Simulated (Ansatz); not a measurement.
# The cluster Y₂F₆: the relaxed shape and its frontier levels

Aim: characterise the cluster Y₂F₆ as a singlet: its structure, frontier levels and distribution of charge.

Program: Ansatz 0.2.0, Gaussian basis. Level of theory: RKS PBE0-D4/def2-TZVP. These are calculated values, not measurements.

Levels to be run: relaxation at PBE0-D4/def2-SVP; a single point at PBE0-D4/def2-TZVP.

6 further runs of the same task are left out: 6 set aside as unsound or not needed. Runs told in other sessions of the task aren't counted.

## Step 1: Where the work starts

8 atoms, charge 0, spin multiplicity 1.

Atoms are counted from 1 here; the program's logs count them from 0.

Bond lengths: Y1–Y2 2.905 Å, Y1–F4 1.940 Å, Y1–F5 1.942 Å, Y1–F7 1.941 Å, Y2–F3 1.942 Å, Y2–F6 1.941 Å, Y2–F8 1.944 Å. Angles: Y2–Y1–F4 119.9°, Y2–Y1–F5 120.6°, Y2–Y1–F7 121.6°, F4–Y1–F5 96.1°, F4–Y1–F7 96.1°, F5–Y1–F7 96.5°, Y1–Y2–F3 120.3°, Y1–Y2–F6 120.4°, Y1–Y2–F8 121.0°, F3–Y2–F6 96.0°, F3–Y2–F8 96.6°, F6–Y2–F8 96.6°.

Coordinates:

```csv
atom,x (Å),y (Å),z (Å)
Y1,0.8361,-1.1044,0.4338
Y2,-0.8395,1.1118,-0.4146
F3,-0.0365,2.7860,-0.9834
F4,0.4745,-2.8958,-0.2182
F5,2.7360,-1.1174,0.0338
F6,-2.0207,0.9224,-1.9433
F7,1.0027,-1.5949,2.3046
F8,-2.1525,1.8923,0.7872
```

Y takes a core potential in the def2 sets. No spin-orbit coupling is included.

The start is a GFN2-xTB geometry.

## Step 2: Relaxation at PBE0-D4/def2-SVP

in.yaml

```yaml
crystal:
  periodic: [false, false, false]
  atoms:
    - {symbol: Y, position_ang: [0.836100, -1.104440, 0.433840]}
    - {symbol: Y, position_ang: [-0.839520, 1.111750, -0.414580]}
    - {symbol: F, position_ang: [-0.036470, 2.786030, -0.983370]}
    - {symbol: F, position_ang: [0.474470, -2.895800, -0.218230]}
    - {symbol: F, position_ang: [2.735960, -1.117390, 0.033850]}
    - {symbol: F, position_ang: [-2.020740, 0.922350, -1.943290]}
    - {symbol: F, position_ang: [1.002730, -1.594850, 2.304610]}
    - {symbol: F, position_ang: [-2.152520, 1.892350, 0.787180]}
basis:
  gaussian: {orbitals: def2-SVP}
hamiltonian: {xc: pbe0, dispersion: d4}
scf: {lower_state_search: "off"}
output: {orbitals: {seedname: orbitals}}
relax: {f_tol: 0.02, max_steps: 100}
```

The run is started by

```
> ansatz run in.yaml --threads 4 --pin off --events-out ev --progress --plain --max-ram 4787MiB
```

Further steps of the session: Single point, PBE0-D4/def2-TZVP.

Q: Predict the results of all the runs planned. Wanted: point group; commonest bond; HOMO, LUMO at PBE0-D4/def2-TZVP; dipole at PBE0-D4/def2-SVP.

As calculated:

| quantity | value |
| --- | --- |
| point group | D2h |
| commonest bond | F–Y, 8 of mean length 2.086 Å |
| HOMO, LUMO at PBE0-D4/def2-TZVP | -10.79, -1.85 eV |
| dipole at PBE0-D4/def2-SVP | 0.01 D |

What this shows: The relaxation broke 0 and made 2 bonds, so the end is another structure than the start. No usable vibrations, so a minimum isn't proven. Whether this spin is the lowest isn't tested here.
